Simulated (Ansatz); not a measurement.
# Mo3Ru: the cost of one run

Method: DFT PBE, scalar-relativistic, plane waves, PAW, in Ansatz 0.2.0.

1 further run of the same task is left out (it didn't finish).

### Step 1. The system as given

It takes space group Fm-3m (No. 225, cubic). Conventional cell: a = 6.458 Å, b = 6.458 Å, c = 6.458 Å, α = 90.00°, β = 90.00°, γ = 90.00°. Mo (site symmetry -43m) has 4 Ru at 2.80 Å and 4 Mo at 2.80 Å as nearest neighbours. Mo (site symmetry m-3m) has 8 Mo at 2.80 Å as nearest neighbours. Ru (site symmetry m-3m) has 8 Mo at 2.80 Å as nearest neighbours.

As a file:

```
Mo Ru
1.0
     0.00000    3.22911    3.22911
     3.22911    0.00000    3.22911
     3.22911    3.22911    0.00000
Mo Ru
3 1
Direct
  0.75000 0.75000 0.75000
  0.50000 0.50000 0.50000
  0.25000 0.25000 0.25000
  0.00000 0.00000 0.00000
```

The start is an ordering of an alloy on its end members' structure types: elements ordered on the sites of the Nb type, Ru/Mo on Nb (Fm-3m, No. 225).

### Step 2. Probe: one point on a coarse mesh

Input file input.yaml:

```yaml
crystal:
  lattice:
    - [0.0, 3.22911332, 3.22911332]
    - [3.22911332, 0.0, 3.22911332]
    - [3.22911332, 3.22911332, 0.0]
  atoms:
    - { symbol: Mo, position: [0.75, 0.75, 0.75] }
    - { symbol: Mo, position: [0.5, 0.5, 0.5] }
    - { symbol: Mo, position: [0.25, 0.25, 0.25] }
    - { symbol: Ru, position: [0.0, 0.0, 0.0] }
basis:
  ecutwfc: 420
kpoints:
  mp_grid: { grid: [6, 6, 6] }
hamiltonian:
  xc: pbe
scf:
  occupations: { method: gaussian, width: 0.1 }
  lower_state_search: "off"
output:
  forces: true
  stress: true
  eigenvalues: true
```

On the command line:

```console
ansatz run input.yaml --threads 1 --pin off --max-ram 2560MiB --backend cpu --events-out ev --progress --plain --runs-dir out
```

**Question.** How long does this run take on 1 thread of AMD EPYC, shared host, and how much memory does it need?

About 3.5 s, with a peak of 0.4 GiB.
